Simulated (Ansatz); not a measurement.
# C3H8O2Si: the cost of one run

All numbers below are computed with Ansatz 0.2.0 (RKS CAM-B3LYP/STO-3G).

### 1 The system as given

Bond lengths: C1–C2 1.478 Å, C2–C3 1.336 Å, C3–O4 1.451 Å, C3–O5 1.375 Å, O5–Si6 1.678 Å, C1–H7 1.132 Å, C1–H8 1.083 Å, C1–H9 1.013 Å, C2–H10 1.104 Å, O4–H11 0.995 Å, Si6–H12 1.507 Å, Si6–H13 1.518 Å, Si6–H14 1.508 Å. Angles (14 of 20 angles, heavy atoms first): C1–C2–C3 125.8°, C2–C3–O4 119.7°, C2–C3–O5 120.9°, O4–C3–O5 119.1°, C3–O5–Si6 122.7°, C1–C2–H10 114.1°, C3–C2–H10 120.1°, C2–C1–H7 110.6°, C2–C1–H8 108.3°, C2–C1–H9 112.4°, C3–O4–H11 105.2°, O5–Si6–H12 110.4°, O5–Si6–H13 107.9°, O5–Si6–H14 110.9°.

As a file:

```xyz
14

C    -1.0323   -1.9829   -0.4783
C    -0.2652   -1.2971    0.5831
C     0.2120   -0.0511    0.5206
O     1.0624    0.4478    1.5853
O     0.0172    0.7230   -0.5984
Si    0.6018    2.2909   -0.7290
H    -1.2146   -1.2870   -1.3518
H    -2.0222   -2.1988   -0.0966
H    -0.5790   -2.8314   -0.7960
H    -0.0843   -1.9159    1.4796
H     1.0304   -0.2500    2.2942
H     2.1080    2.2949   -0.6809
H     0.1274    2.8578   -2.0544
H     0.0255    3.1706    0.3514
```

### 2 Relaxing the start

Contents of input.yaml:

```yaml
crystal:
  periodic: [false, false, false]
  atoms:
    - { symbol: C, position_ang: [-1.0323, -1.9829, -0.4783] }
    - { symbol: C, position_ang: [-0.2652, -1.2971, 0.5831] }
    - { symbol: C, position_ang: [0.212, -0.0511, 0.5206] }
    - { symbol: O, position_ang: [1.0624, 0.4478, 1.5853] }
    - { symbol: O, position_ang: [0.0172, 0.723, -0.5984] }
    - { symbol: Si, position_ang: [0.6018, 2.2909, -0.729] }
    - { symbol: H, position_ang: [-1.2146, -1.287, -1.3518] }
    - { symbol: H, position_ang: [-2.0222, -2.1988, -0.0966] }
    - { symbol: H, position_ang: [-0.579, -2.8314, -0.796] }
    - { symbol: H, position_ang: [-0.0843, -1.9159, 1.4796] }
    - { symbol: H, position_ang: [1.0304, -0.25, 2.2942] }
    - { symbol: H, position_ang: [2.108, 2.2949, -0.6809] }
    - { symbol: H, position_ang: [0.1274, 2.8578, -2.0544] }
    - { symbol: H, position_ang: [0.0255, 3.1706, 0.3514] }
basis:
  gaussian: { orbitals: STO-3G }
hamiltonian:
  xc: cam_b3lyp
relax:
  f_tol: 0.02
  max_steps: 40
scf:
  lower_state_search: "off"
```

The run is started by

```sh
$ ansatz run input.yaml --threads 1 --pin off --max-ram 2048MiB --backend cpu --events-out ev --progress --plain --runs-dir out
```

Q: Estimate wall time and peak memory on 1 thread of Arm Neoverse V1, shared host.

About 28 s, with a peak of 0.12 GiB.
